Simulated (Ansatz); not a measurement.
# MnH5: what a guessed cell relaxes into

The task: take a trial cell of MnH5 to zero force and stress.

Computed with Ansatz 0.2.0 (DFT PBE, scalar-relativistic, plane waves, PAW, unless a step's input says otherwise).

## 1. The starting structure

Symmetry: P6/mmm, No. 191, hexagonal system. The conventional cell has a = 4.197 Å, b = 4.197 Å, c = 3.436 Å, α = 90.00°, β = 90.00°, γ = 120.00°. Mn (site symmetry 6/mmm) has 18 H at 2.42 to 2.71 Å in its first shell of neighbours. H (site symmetry mmm) is surrounded by 8 H at 2.10 Å and 4 Mn at 2.71 Å. H (site symmetry -6m2) has 9 H at 2.10 to 2.42 Å and 3 Mn at 2.42 Å in its first shell of neighbours.

Coordinates:

```
CELL_PARAMETERS angstrom
4.19707 0.00000 0.00000
-2.09854 3.63477 0.00000
0.00000 0.00000 3.43565
ATOMIC_POSITIONS crystal
Mn 0.00000 0.00000 0.00000
H 0.50000 0.00000 0.50000
H 0.50000 0.50000 0.50000
H 0.00000 0.50000 0.50000
H 0.33333 0.66667 0.00000
H 0.66667 0.33333 0.00000
```

Recipe of the guess: species swapped into a database cell of YCu5 (P6/mmm, No. 191), with Mn on the Y sites and H on the Cu sites. Lengths come from tabulated atomic sizes and are only a guess.

## 2. The guess as it stands, on a coarse mesh

Contents of input.yaml:

```yaml
crystal:
  lattice:
    - [4.19707442, 0.0, 0.0]
    - [-2.09853721, 3.63477307, 0.0]
    - [0.0, 0.0, 3.43564725]
  atoms:
    - { symbol: Mn, position: [0.0, 0.0, 0.0], spin: 4.0 }
    - { symbol: H, position: [0.5, 0.0, 0.5] }
    - { symbol: H, position: [0.5, 0.5, 0.5] }
    - { symbol: H, position: [0.0, 0.5, 0.5] }
    - { symbol: H, position: [0.33333333, 0.66666667, 0.0] }
    - { symbol: H, position: [0.66666667, 0.33333333, 0.0] }
basis:
  ecutwfc: 420
kpoints:
  mp_grid: { grid: [6, 6, 6] }
hamiltonian:
  xc: pbe
scf:
  occupations: { method: gaussian, width: 0.1 }
  lower_state_search: "off"
output:
  forces: true
  stress: true
  eigenvalues: true
  populations: true
magnetization:
  spin_polarized: true
```

Launch:

```sh
ansatz run input.yaml --threads 1 --pin off --max-ram 2560MiB --backend cpu --events-out ev --progress --plain --runs-dir out
```

The session goes on with these runs: coarse relaxation; final relaxation.

**Question.** What will these runs give? Wanted: conventional cell; volume; energy over the elements; gap on the mesh; total moment.

As calculated:

```
                                                              quantity                                                                       value
                                symmetry at the end (tolerance 0.05 Å)                                                space group P6/mmm (No. 191)
                                                     conventional cell  a = 3.173 Å, b = 3.173 Å, c = 2.780 Å, α = 90.00°, β = 90.00°, γ = 120.00°
                                                                volume                                                                4.04 Å³/atom
energy over the elements (uncorrected; H, N, O, F and Cl as molecules)                                                               +0.74 eV/atom
                                                       gap on the mesh                                                                none (metal)
                                                          total moment                                                                1.48 μB/cell
```

What this shows: The space group P6/mmm (No. 191) is kept, and the volume per atom shrinks by 53.8 % from the first guess. The formation energy is positive, so the separate elements lie lower. No finished test with a distortion of lower symmetry is shown, so the end may be a saddle point. Other magnetic orders were not searched.
